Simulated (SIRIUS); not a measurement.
Runs of SIRIUS 7.10.0 on TiSn. It takes space group Fm-3m (No. 225, cubic). Conventional cell: a = 5.601 Å, b = 5.601 Å, c = 5.601 Å, α = 90.00°, β = 90.00°, γ = 90.00°. Around Ti (site symmetry m-3m) lie 6 Sn at 2.80 Å. Sn (site symmetry m-3m) is surrounded by 6 Ti at 2.80 Å. The cell was built by a generator and needn't be a form met in nature.

| level | gap on the mesh (eV) | pressure (GPa) |
| --- | --- | --- |
| RGE2 | none | (b) |
| PBEsol | none | -3.5 |
| B86bPBE | none | 0.7 |
| PW91 | none | 0.0 |
| revPBE | none | (a) |

Alike in all rows: task single point; potentials or basis PseudoDojo 0.4.1 PBE standard (scalar relativistic); no spin polarisation; cell as given; k mesh 8 × 8 × 8; cutoff (eV) 1152; smearing fermi-dirac 0.05 eV.

Estimate the missing entries.

(a) 1.7; (b) -2.2.

Caveats: the potentials were made for another functional, which shifts forces and pressure.

A k mesh can miss the band edges, and the runs leave out spin-orbit coupling on Sn.

A gap of «none» marks a metal or a gap under the smearing width.

Not every run made on this cell is shown here.
